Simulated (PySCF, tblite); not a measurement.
# C₈H₁₀S: geometry, infrared bands and NMR shifts

Aim: predict the infrared bands and NMR shifts of C₈H₁₀S (`C#C/C(C)=C(\C)C(C)=S`).

The runs use tblite 0.8.0 and PySCF 2.14.0, with density-fitted response routines of our own; the level of theory stands in each step. All values are computed, except where a source is named. Atoms count from 0, in the outputs and in this text.

### Step 1. The molecule as given

19 atoms, charge 0, multiplicity 1; geometry from: force field or distance geometry start.

Bonds of the start (Å): C0–C1 1.22, C1–C2 1.42, C2–C3 1.53, C2–C4 1.36, C4–C5 1.50, C4–C6 1.50, C6–C7 1.50, C6–S8 1.68, C0–H9 1.05, C3–H10 1.09, C3–H11 1.09, C3–H12 1.09, C5–H13 1.10, C5–H14 1.10, C5–H15 1.09, C7–H16 1.10, C7–H17 1.10, C7–H18 1.09.

### Step 2. Relaxing the molecule with GFN2-xTB

What the job is given:

```
{"job": {"kind": "relax", "xc": "GFN2-xTB", "basis": "xTB"}, "charge": 0, "multiplicity": 1}
C      3.369300    -0.569300     0.087200
C      2.242000    -0.125600    -0.025100
C      0.934600     0.402900    -0.146000
C      0.798900     1.622100    -1.055900
C     -0.105400    -0.180300     0.510800
C     -0.048100    -1.404200     1.371600
C     -1.483100     0.392100     0.367000
C     -2.375800    -0.227900    -0.671200
S     -2.081200     1.605600     1.367600
H      4.345400    -0.952400     0.186000
H      1.317500     1.435200    -1.997100
H      1.249200     2.485500    -0.565800
H     -0.237600     1.867300    -1.293600
H      0.944000    -1.882900     1.378100
H     -0.293800    -1.137500     2.411500
H     -0.764200    -2.152900     1.039100
H     -3.211500    -0.752700    -0.187900
H     -1.829400    -0.959200    -1.284400
H     -2.780700     0.543400    -1.334600
```

On the command line:

```console
$ OMP_NUM_THREADS=1 python probes_run.py task.json out
```

The driver reads the jobs from task.json and runs them one after another.

**Question.** This job is followed by: GFN2-xTB harmonic vibrations, gas phase; GIAO PBE0/pcSseg-1 NMR shielding, non-relativistic, gas phase. What will the session give for the following? strongest single infrared mode (GFN2-xTB); zero-point energy (GFN2-xTB); 13C shifts against TMS (PBE0/pcSseg-1); 1H shifts against TMS (PBE0/pcSseg-1, means over atoms taken as alike); 33S shifts against CS2 (PBE0/pcSseg-1); surface potential, 1st and 99th percentile.

**Answer**, as computed:

| quantity | value |
| --- | --- |
| strongest single infrared mode (GFN2-xTB) | 1553 cm⁻¹, 112 km/mol |
| zero-point energy (GFN2-xTB) | 94.1 kcal/mol |
| 13C shifts against TMS (PBE0/pcSseg-1) | 256.6, 145.6, 144.7, 109.7, 92.9, 47.4, 34.3, 24.9 ppm |
| 1H shifts against TMS (PBE0/pcSseg-1, means over atoms taken as alike) | 4.30, 3.24, 2.88, 2.76 ppm |
| 33S shifts against CS2 (PBE0/pcSseg-1) | 1226 ppm |
| surface potential, 1st and 99th percentile | -1.14 V and 1.53 V |

**Reading.** Relaxing lowered the energy by 0.375 eV in 190 steps; the close pair that moved most is C4–C6, from 1.499 to 1.434 Å. All 51 modes are real, so the xTB geometry is a minimum. The strongest single mode, at 1553 cm⁻¹, moves mainly C2 and C4. Unscaled tight-binding wavenumbers are off by several per cent, some by more. Its intensities can rank the bands wrongly. C6 (thiocarbonyl carbon) lies farthest downfield among carbon, at 256.6 ppm; low-lying n→π* states of the double bond to the heteroatom give a large paramagnetic term (-327 ppm). At PBE0/pcSseg-1: The largest span, 3041 ppm, is at S8, where the paramagnetic term is -1780 ppm. At PBE0/pcSseg-1, counted by nearest atom on the grid, the HOMO lies on S8 76 %, the LUMO on S8 28 %; C2, C6 about 20 % each.
